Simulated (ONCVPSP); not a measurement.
# Chlorine: generating and testing an ONCV potential

Task: generate the file, and judge it by its errors in other configurations, its logarithmic derivatives, its ghosts and its cutoff.

Program: ONCVPSP 4.0.1. Reference atom: PBE, scalar-relativistic, spherical and spin-unpolarised. All values are calculated.

### 1 Starting point

Typed settings, in words:

```
element                 : chlorine (Cl, Z = 17)
type                    : optimised norm-conserving Vanderbilt (ONCV)
frozen core             : [He]
valence charge          : 15
reference configuration : 2s2 2p6 3s2 3p5
partial waves           : 2s+3s: rc 0.70 bohr, ncon 4, nbas 8, qcut 17.2 1/bohr, 2 projectors; 2p+3p: rc 0.85 bohr, ncon 3, nbas 6, qcut 20.5 1/bohr, 3 projectors, debl 2.5 Ha; d scattering state at 0.09 Ha: rc 0.70 bohr, ncon 4, nbas 8, qcut 12.5 1/bohr, 3 projectors, debl 2 Ha
local potential         : polynomial inside 0.55 bohr (lpopt 5, dvloc0 4 Ha)
core correction         : not asked for
```

The outer shells as boxes (Hund's rule for the drawing; the calculation is spin-unpolarised):

```
[He] core
2s [↑↓]
2p [↑↓][↑↓][↑↓]
3s [↑↓]
3p [↑↓][↑↓][↑ ]
```

An earlier all-electron run gives the scale for the radii.

All-electron outer shells of the reference configuration (PBE, scalar-relativistic, ld1.x):

```
shell  level (eV)  outermost node (bohr)  outermost maximum (bohr)
   1s    -2751.31                      –                      0.06
   2s     -252.70                   0.12                      0.36
   2p     -191.63                      –                      0.30
   3s      -20.69                   0.55                      1.29
   3p       -8.59                   0.53                      1.43
```

### 2 The generation run

The input, Cl.dat:

```
# ATOM AND REFERENCE CONFIGURATION
# atsym  z   nc   nv     iexc    psfile
  Cl 17.00    1    4        4      upf
#
#   n    l    f
    1    0    2.00
    2    0    2.00
    2    1    6.00
    3    0    2.00
    3    1    5.00
#
# PSEUDOPOTENTIAL AND OPTIMIZATION
# lmax
    2
#
#   l,   rc,      ep,       ncon, nbas, qcut
    0    0.70    0.00    4    8   17.20
    1    0.85    0.00    3    6   20.50
    2    0.70    0.09    4    8   12.50
#
# LOCAL POTENTIAL
# lloc, lpopt,  rc(5),   dvloc0
    4    5    0.55    4.00
#
# VANDERBILT-KLEINMAN-BYLANDER PROJECTORs
# l, nproj, debl
    0    2    0.30
    1    3    2.50
    2    3    2.00
#
# MODEL CORE CHARGE
# icmod, fcfact, rcfact
    0    0.00    0.00
#
# LOG DERIVATIVE ANALYSIS
# epsh1, epsh2, depsh
  -11.00    5.00    0.04
#
# OUTPUT GRID
# rlmax, drl
    6.00    0.01
#
# TEST CONFIGURATIONS
# ncnf
    4
# nvcnf
#   n    l    f
    4
    2    0    2.00
    2    1    6.00
    3    0    2.00
    3    1    4.00
#
    4
    2    0    2.00
    2    1    6.00
    3    0    2.00
    3    1    3.00
#
    4
    2    0    2.00
    2    1    6.00
    3    0    2.00
    3    1    2.00
#
    4
    2    0    2.00
    2    1    6.00
    3    0    2.00
    3    1    1.00
#
```

Command:

```sh
$ oncvpsp.x < Cl.dat > Cl.out
```

Q: Predict the outcome of this session. Wanted: cutoffs for 1 and 0.1 mHa per electron, occupied waves; bound ghosts; GHOST(+) flags; largest test error; largest phase difference near zero energy, channels read.

As calculated:

```
                                                quantity                         value
  cutoffs for 1 and 0.1 mHa per electron, occupied waves             128 Ha and 147 Ha
                                            bound ghosts                d at -73.13 eV
                                          GHOST(+) flags                  d at 4375 eV
                            largest test error (AE − PS)  +25 meV, for 2s2 2p6 3s2 3p1
largest phase difference near zero energy, channels read                     0.000 rad
```

A bound ghost (d) makes it unfit for use: electrons can fall into a state that the atom doesn't have. The worst unpolarised test, 2s2 2p6 3s2 3p1, is off by 25 meV on 129.9 eV; by total energies transferability rates as fair. That test lies far up in energy; among those under 40 eV, nearer to bonding, the largest error is 2.2 meV. The potential is very hard: the looser tolerance needs 128 Ha. Near zero energy the phases of the channels with partial waves agree within 0.001 rad. The pseudo curves have a pole with no partner nearby in the atom's: d at -2.97 Ha. The program also flags highly localised states, GHOST(+) (d).
